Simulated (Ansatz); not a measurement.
**B3Sb2P: what a guessed cell relaxes into**

Where does this trial cell of B3Sb2P go when cell and atoms are let free?

Computed with Ansatz 0.2.0 (DFT PBE, scalar-relativistic, plane waves, PAW, unless a step's input says otherwise).

### 1 The starting structure

Symmetry: P-6m2, No. 187, hexagonal system. Conventional cell: a = 3.947 Å, b = 3.947 Å, c = 8.290 Å, α = 90.00°, β = 90.00°, γ = 120.00°. B (site symmetry -6m2) is surrounded by 3 B at 2.28 Å and 6 Sb at 3.09 Å. Around B (site symmetry -6m2) lie 3 P at 2.28 Å and 6 Sb at 3.07 Å. Sb (site symmetry 3m) is surrounded by 9 B at 3.07 to 3.09 Å and 3 P at 3.07 Å. P (site symmetry -6m2) has 3 B at 2.28 Å and 6 Sb at 3.07 Å in its first shell of neighbours.

As a file:

```xyz
6
Lattice="3.9471 0.0000 0.0000 -1.9735 3.4183 0.0000 0.0000 0.0000 8.2905" Properties=species:S:1:pos:R:3 pbc="T T T"
B     0.0000    0.0000    4.1452
B     0.0000    2.2788    0.0000
B     0.0000    2.2788    4.1452
Sb    1.9735    1.1394    2.0549
Sb    1.9735    1.1394    6.2356
P     0.0000    0.0000    0.0000
```

Recipe of the guess: species swapped into a database cell of Eu2Si3Au (P-6m2, No. 187), with Sb on the Eu sites, B on the Si sites and P on the Au sites. The dimensions are guesses.

### 2 Probe: one point on a coarse mesh

Input file input.yaml:

```yaml
crystal:
  lattice:
    - [3.94708086, 0.0, 0.0]
    - [-1.97354043, 3.4182723, 0.0]
    - [0.0, 0.0, 8.29049768]
  atoms:
    - { symbol: B, position: [0.0, 0.0, 0.5] }
    - { symbol: B, position: [0.33333333, 0.66666667, 0.0] }
    - { symbol: B, position: [0.33333333, 0.66666667, 0.5] }
    - { symbol: Sb, position: [0.66666667, 0.33333333, 0.247867] }
    - { symbol: Sb, position: [0.66666667, 0.33333333, 0.752133] }
    - { symbol: P, position: [0.0, 0.0, 0.0] }
basis:
  ecutwfc: 420
kpoints:
  mp_grid: { grid: [6, 6, 2] }
hamiltonian:
  xc: pbe
scf:
  occupations: { method: gaussian, width: 0.1 }
  lower_state_search: "off"
output:
  forces: true
  stress: true
  eigenvalues: true
```

Run with:

```console
$ ansatz run input.yaml --threads 1 --pin off --max-ram 2560MiB --backend cpu --events-out ev --progress --plain --runs-dir out
```

The session goes on with these runs: a loose first relaxation; final relaxation.

Before running it: what results should come out? Wanted: conventional cell; volume; energy over the elements, black P; gap on the mesh.

**Answer**, as computed:

| quantity | value |
| --- | --- |
| symmetry at the end (tolerance 0.05 Å) | space group P-6m2 (No. 187) |
| conventional cell | a = 3.191 Å, b = 3.191 Å, c = 11.129 Å, α = 90.00°, β = 90.00°, γ = 120.00° |
| volume | 16.36 Å³/atom |
| energy over the elements, black P | +0.41 eV/atom |
| gap on the mesh | none (metal) |

The space group P-6m2 (No. 187) is kept, and the volume per atom shrinks by 12.3 % from the first guess. With a positive formation energy it can't be a ground state. No finished test with a distortion of lower symmetry is shown, so the end may be a saddle point. Spin-orbit coupling is left out for Sb.
